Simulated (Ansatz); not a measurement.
# FePt (Tetraferroplatinum): the cost of one run

Method: DFT PBE, scalar-relativistic, plane waves, PAW, in Ansatz 0.2.0.

**1. The system as given**

Symmetry: P4/mmm, No. 123, tetragonal system. The conventional cell has a = 2.730 Å, b = 2.730 Å, c = 3.765 Å, α = 90.00°, β = 90.00°, γ = 90.00°. Fe (site symmetry 4/mmm) is surrounded by 8 Pt at 2.70 Å and 4 Fe at 2.73 Å. Pt (site symmetry 4/mmm) is surrounded by 8 Fe at 2.70 Å and 4 Pt at 2.73 Å.

As a file:

```cif
data_structure
_symmetry_space_group_name_H-M 'P4/mmm'
_symmetry_Int_Tables_number 123
_cell_length_a 2.7295
_cell_length_b 2.7295
_cell_length_c 3.7648
_cell_angle_alpha 90.000
_cell_angle_beta 90.000
_cell_angle_gamma 90.000
_cell_volume 28.05
loop_
_atom_site_label
_atom_site_type_symbol
_atom_site_symmetry_multiplicity
_atom_site_Wyckoff_symbol
_atom_site_fract_x
_atom_site_fract_y
_atom_site_fract_z
_atom_site_occupancy
Fe1 Fe 1 a 0.00000 0.00000 0.00000 1
Pt1 Pt 1 d 0.50000 0.50000 0.50000 1
```

An earlier run at PBE left this cell at 14.024 Å³/atom and 0.00 GPa (16×16×12 mesh).

Volume factors to run: 0.980, 1.020, 0.960, 1.040.

**2. Scaling the volume by 0.980**

Contents of input.yaml:

```yaml
crystal:
  lattice:
    - [2.7111836042, 0.0, 0.0]
    - [0.0, 2.7111836042, 0.0]
    - [0.0, 0.0, 3.7395568443]
  atoms:
    - { symbol: Fe, position: [0.0, 0.0, 0.0], spin: 3.28 }
    - { symbol: Pt, position: [0.5, 0.5, 0.5] }
basis:
  ecutwfc: 420
  ecutrho_ratio: 4
kpoints:
  mp_grid: { grid: [16, 16, 12] }
hamiltonian:
  xc: pbe
scf:
  occupations: { method: gaussian, width: 0.05 }
output:
  forces: true
  stress: true
  eigenvalues: true
  populations: true
magnetization:
  spin_polarized: true
relax:
  f_tol: 0.01
  max_steps: 40
  cell: { stress_tol: 0.1, fix: [volume] }
```

Command:

```console
> ansatz run input.yaml --threads 2 --pin off --max-ram 5120MiB --backend cpu --events-out ev --progress --plain --runs-dir out
```

Q: Estimate wall time and peak memory on 2 threads of Arm Neoverse N1, shared host.

About 54 s, with a peak of 0.59 GiB.
